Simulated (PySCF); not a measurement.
# F6Rh ([RhF6]2-): the cost of one run

Programs: PySCF 2.14.0, with routines of our own; each step states its level. All values are computed. Atoms count from 0.

### 1 The starting structure

7 atoms, charge -2, states of the metal's open shell are computed; geometry from: model geometry, bond lengths from ionic radii.

### 2 Ligand-field states: state-averaged CASSCF in water

The job: settings as JSON, then the geometry in Å.

```
{"job": {"kind": "lf", "basis": {"metal": "x2c-TZVPall", "ligand": "x2c-SVPall"}, "nevpt": true, "solvent": "water"}, "charge": -2, "metal": "Rh", "open_shell": "d5"}
Rh     0.000000     0.000000     0.000000
F      0.000000     0.000000     1.900000
F      0.000000     0.000000    -1.900000
F      1.900000     0.000000     0.000000
F     -1.900000     0.000000     0.000000
F      0.000000     1.900000     0.000000
F     -0.000000    -1.900000     0.000000
```

Level: state-averaged CASSCF of the metal d shell, SC-NEVPT2 on the averaged canonical orbitals, state-interaction spin-orbit coupling.

Started as:

```
$ OMP_NUM_THREADS=1 python lf_run.py task.json out
```

This one command runs all jobs of the session in turn.

**Question.** How long does this first job take on 1 thread of Arm Neoverse V2, shared host, and how much memory does it need?

About 21 s, with a peak of 0.36 GiB.
